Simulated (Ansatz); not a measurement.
# Ta: the cost of one run

Computed with Ansatz 0.2.0 (DFT LDA, scalar-relativistic, plane waves, PAW, unless a step's input says otherwise).

### Step 1. The system as given

The structure is cubic, space group Im-3m (No. 229). The conventional cell has a = 3.310 Å, b = 3.310 Å, c = 3.310 Å, α = 90.00°, β = 90.00°, γ = 90.00°. Ta (site symmetry m-3m) is surrounded by 8 Ta at 2.87 Å.

Coordinates:

```cif
data_structure
_symmetry_space_group_name_H-M 'P 1'
_symmetry_Int_Tables_number 1
_cell_length_a 2.8665
_cell_length_b 2.8665
_cell_length_c 2.8665
_cell_angle_alpha 109.471
_cell_angle_beta 109.471
_cell_angle_gamma 109.471
_cell_volume 18.13
loop_
_atom_site_label
_atom_site_type_symbol
_atom_site_fract_x
_atom_site_fract_y
_atom_site_fract_z
_atom_site_occupancy
Ta1 Ta 0.00000 0.00000 0.00000 1
```

### Step 2. Relaxing cell and atoms: Ta, no spin

The input, input.yaml:

```yaml
crystal:
  lattice:
    - [-1.655, 1.655, 1.655]
    - [1.655, -1.655, 1.655]
    - [1.655, 1.655, -1.655]
  atoms:
    - { symbol: Ta, position: [0.0, 0.0, 0.0] }
scf:
  occupations: { method: gaussian, width: 0.1 }
output:
  forces: true
  stress: true
  eigenvalues: true
hamiltonian:
  xc: lda
kpoints:
  mp_grid: { grid: [16, 16, 16] }
relax:
  f_tol: 0.005
  max_steps: 60
  cell: { stress_tol: 0.02 }
```

Run with:

```sh
$ ansatz run input.yaml --threads 2 --pin off --max-ram 6144MiB --backend cpu --events-out ev --progress --plain --runs-dir out
```

Q: Estimate wall time and peak memory on 2 threads of AMD EPYC 9R45 (Zen 5), shared host.

About 3.1 s, with a peak of 0.34 GiB.
